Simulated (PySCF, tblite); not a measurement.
# C5H9N3: geometry, infrared bands and NMR shifts

Wanted: the infrared bands and NMR shifts of C5H9N3 (`Cc1nnn(C)c1C`), by calculation.

The runs use tblite 0.8.0 and PySCF 2.14.0, with density-fitted response routines of our own; the level of theory stands in each step. All values are computed, except where a source is named. Atoms are numbered from 0 throughout.

### 1 Starting geometry

17 atoms, charge 0, multiplicity 1; geometry from: force field or distance geometry start.

Bonds of the start (Å): C0–C1 1.51, C1–N2 1.36, N2–N3 1.35, N3–N4 1.32, N4–C5 1.46, N4–C6 1.35, C6–C7 1.49, C6–C1 1.38, C0–H8 1.09, C0–H9 1.10, C0–H10 1.13, C5–H11 1.10, C5–H12 1.13, C5–H13 1.12, C7–H14 1.12, C7–H15 1.11, C7–H16 1.10.

### 2 Geometry optimisation with GFN2-xTB

The job: settings as JSON, then the geometry in Å.

```
{"job": {"kind": "relax", "xc": "GFN2-xTB", "basis": "xTB"}, "charge": 0, "multiplicity": 1}
C      2.542900    -0.143300    -0.027900
C      1.133100    -0.644900    -0.218900
N      0.786100    -1.902700    -0.608100
N     -0.564900    -1.935900    -0.653800
N     -1.074700    -0.776900    -0.274200
C     -2.483700    -0.420600    -0.192100
C     -0.043800     0.048700    -0.009600
C     -0.089800     1.470300     0.448700
H      2.664100     0.845600    -0.461600
H      3.284500    -0.883600    -0.369500
H      2.755900    -0.030900     1.073100
H     -2.832500     0.226500    -1.015400
H     -3.128800    -1.332300    -0.044500
H     -2.674800     0.175100     0.742700
H      0.877500     1.688000     0.966100
H     -0.200900     2.061400    -0.485100
H     -0.957200     1.567400     1.120300
```

Command:

```sh
$ OMP_NUM_THREADS=1 python probes_run.py task.json out
```

This one command runs all jobs of the session in turn.

**Question.** This job is followed by: GFN2-xTB harmonic vibrations, gas phase; GIAO PBE0/pcSseg-1 NMR shielding, non-relativistic, gas phase. Predict these results of the whole session: strongest single infrared mode (GFN2-xTB); zero-point energy (GFN2-xTB); 13C shifts against TMS (PBE0/pcSseg-1); 1H shifts against TMS (PBE0/pcSseg-1, means over atoms taken as alike); 15N shifts against NH3 (PBE0/pcSseg-1); surface potential, 1st and 99th percentile.

The runs gave:

| quantity | value |
| --- | --- |
| strongest single infrared mode (GFN2-xTB) | 1314 cm⁻¹, 103 km/mol |
| zero-point energy (GFN2-xTB) | 87.4 kcal/mol |
| 13C shifts against TMS (PBE0/pcSseg-1) | 144.5, 134.8, 34.9, 12.8, 10.0 ppm |
| 1H shifts against TMS (PBE0/pcSseg-1, means over atoms taken as alike) | 3.98, 2.49, 2.36 ppm |
| 15N shifts against NH3 (PBE0/pcSseg-1) | 398.2, 383.8, 259.5 ppm |
| surface potential, 1st and 99th percentile | -2.17 V and 1.23 V |

What this shows: Relaxing lowered the energy by 0.568 eV in 81 steps; the close pair that moved most is N2–N3, from 1.352 to 1.280 Å. All 45 modes are real, so the xTB geometry is a minimum. The strongest single mode, at 1314 cm⁻¹, is carried by N3, N2, N4. Unscaled tight-binding wavenumbers are off by several per cent, some by more. Its intensities can rank the bands wrongly. H11, H12, H13 (mean) (hydrogen on a methyl carbon bonded to N) lies farthest downfield among hydrogen, at 3.98 ppm; its carbon carries N, an electronegative neighbour. At PBE0/pcSseg-1: The widest tensor belongs to N2: span 503 ppm, with a paramagnetic part of -446 ppm. NICS(1)zz of -31 ppm above the planar ring from C1 marks a diatropic (aromatic) ring current.
